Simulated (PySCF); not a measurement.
**A diatomic session: HgO+**

An exercise on one series of results from a longer session: the logs are not shown, and one member is left open.

The runs use PySCF 2.14.0; Hg cc-pVDZ-PP with ECP60, O cc-pVDZ, scalar-relativistic core potentials.

Set-up of the first run:

A driver script around PySCF takes these settings:

* atoms: Hg, O
* charge: 1
* basis: Hg cc-pVDZ-PP with ECP60, O cc-pVDZ
* Hamiltonian: scalar-relativistic core potentials
* basis functions: 52
* electrons treated: 27
* masses in u: 201.9706, 15.9949
* levels: PBE0, PBE, r²SCAN, B97-3, TPSS, MN15, LC-ωPBE, HF, MP2, SCS-MP2
* grid: 80 radial by 434 angular points
* occupations: held fixed by the projection of orbital angular momentum
* dissociation limit: Hg+ + O, each in its ground configuration
* starting distance in angstrom: 2.075
* values of 2S to try: 1, 3

Command:

```
$ OMP_NUM_THREADS=1 python dia.py task.json out
```

Steps of the session up to this table: Input; First curve: PBE0; Excited determinants; PBE (GGA); r²SCAN (meta-GGA); B97-3 (global hybrid GGA); TPSS; MN15; LC-ωPBE; ROHF.

One of the session's tables, all rows but one given; the rest of the session is left out.

It belongs to the step «The curves together». Energy (eV) from each level's lowest point:

| R (Å) | ROHF | ROHF-MP2 | ROHF-SCS-MP2 | PBE | TPSS |
| --- | --- | --- | --- | --- | --- |
| 1.718 | 1.151 | 0.871 | 0.965 | 0.880 | 0.928 |
| 1.798 | 0.499 | 0.360 | 0.421 | 0.374 | 0.401 |
| 1.878 | 0.149 | 0.096 | 0.130 | 0.109 | 0.122 |
| 1.938 | 0.030 | 0.013 | 0.029 | 0.021 | 0.026 |
| 1.998 | 0.000 | 0.000 | 0.000 | 0.000 | 0.000 |
| 2.058 | 0.036 | 0.037 | 0.022 | 0.027 | 0.023 |
| 2.138 | 0.157 | 0.140 | 0.105 | 0.113 | 0.105 |
| 2.238 | 0.384 | 0.321 | 0.260 | 0.268 | 0.254 |
| 2.358 | ? | ? | ? | ? | ? |
| 2.518 | 1.205 | 0.910 | 0.781 | 0.750 | 0.687 |

Q: Estimate the row for R (Å) = 2.358 from the others.

Worked estimate for «ROHF». A straight line through the neighbours (2.238, 0.384) and (2.518, 1.205) gives 0.384 + (1.205 − 0.384) × (2.358 − 2.238) / (2.518 − 2.238) = 0.736; a parabola fitted to 3 rows on both sides gives 0.702.

As computed: ROHF: 0.718; ROHF-MP2: 0.571; ROHF-SCS-MP2: 0.481; PBE: 0.481; TPSS: 0.451. In «ROHF» the line misses by +0.018 and the parabola by -0.016.
